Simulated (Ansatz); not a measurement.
# Ga2Br2F4: how energies converge with the basis set

The task here is to estimate one member of a computed series from the others.

Computed with Ansatz 0.2.0, Gaussian basis. Level: one geometry, several basis sets.

Plan: PBE0-D4/def2-SVP; ωB97M-V/def2-SVP; PBE0-D4/def2-QZVPP; ωB97M-V/def2-QZVPP; the functionals' def2-TZVPP values are taken from earlier runs.

## The relaxed structure

An earlier PBE0-D4 in a triple-zeta def2 set relaxation fixed the geometry.

SMILES `[F][Ga-]1([F])[Br+][Ga-]([F])([F])[Br+]1`, 8 atoms, charge 0, spin multiplicity 1.

Atoms are counted from 1 here; the program's logs count them from 0.

Bond lengths: F1–Ga2 1.735 Å, Ga2–F3 1.735 Å, Ga2–Br4 2.440 Å, Ga2–Br8 2.440 Å, Br4–Ga5 2.440 Å, Ga5–F6 1.735 Å, Ga5–F7 1.735 Å, Ga5–Br8 2.440 Å. Angles: F1–Ga2–F3 121.2°, F1–Ga2–Br4 109.3°, F1–Ga2–Br8 109.3°, F3–Ga2–Br4 109.3°, F3–Ga2–Br8 109.3°, Br4–Ga2–Br8 95.2°, Ga2–Br4–Ga5 84.8°, Br4–Ga5–F6 109.3°, Br4–Ga5–F7 109.3°, Br4–Ga5–Br8 95.2°, F6–Ga5–F7 121.2°, F6–Ga5–Br8 109.3°, F7–Ga5–Br8 109.4°, Ga2–Br8–Ga5 84.8°.

Set-up of the first run:

in.yaml

```yaml
crystal:
  periodic: [false, false, false]
  atoms:
    - {symbol: F, position_ang: [2.606588, -0.919760, 0.942112]}
    - {symbol: Ga, position_ang: [0.939471, -1.224232, 0.571682]}
    - {symbol: F, position_ang: [0.243761, -2.797800, 0.793193]}
    - {symbol: Br, position_ang: [0.456425, -0.437759, -1.687515]}
    - {symbol: Ga, position_ang: [-0.939415, 1.224279, -0.571673]}
    - {symbol: F, position_ang: [-2.606154, 0.916097, -0.940732]}
    - {symbol: F, position_ang: [-0.247118, 2.799129, -0.794768]}
    - {symbol: Br, position_ang: [-0.453558, 0.440047, 1.687700]}
basis:
  gaussian: {orbitals: def2-SVP}
hamiltonian: {xc: pbe0, dispersion: d4}
output: {orbitals: {seedname: orbitals}}
```

Run with:

```bash
$ ansatz run in.yaml --threads 4 --pin off --events-out ev --progress --plain --max-ram 11315MiB
```

Among the steps run: PBE0-D4 in def2-SVP; ωB97M-V in def2-SVP; PBE0-D4 in def2-QZVPP; ωB97M-V in def2-QZVPP.

One table of the session follows, with a row left open; its other results are not shown here.

It belongs to the step «Functionals by basis». 

| functional | basis | HOMO (eV) | LUMO (eV) |
| --- | --- | --- | --- |
| PBE0-D4 | def2-SVP | -10.25 | -2.27 |
| PBE0-D4 | def2-TZVPP | -10.27 | -2.31 |
| PBE0-D4 | def2-QZVPP | -10.28 | -2.33 |
| ωB97M-V | def2-SVP | ? | ? |
| ωB97M-V | def2-TZVPP | -12.52 | -0.24 |
| ωB97M-V | def2-QZVPP | -12.54 | -0.46 |

Estimate the missing values for ωB97M-V, def2-SVP.

**Answer.** HOMO (eV): -12.48; LUMO (eV): -0.12. In the column «HOMO (eV)» it lies between ωB97M-V, def2-TZVPP (-12.52) and PBE0-D4, def2-QZVPP (-10.28).
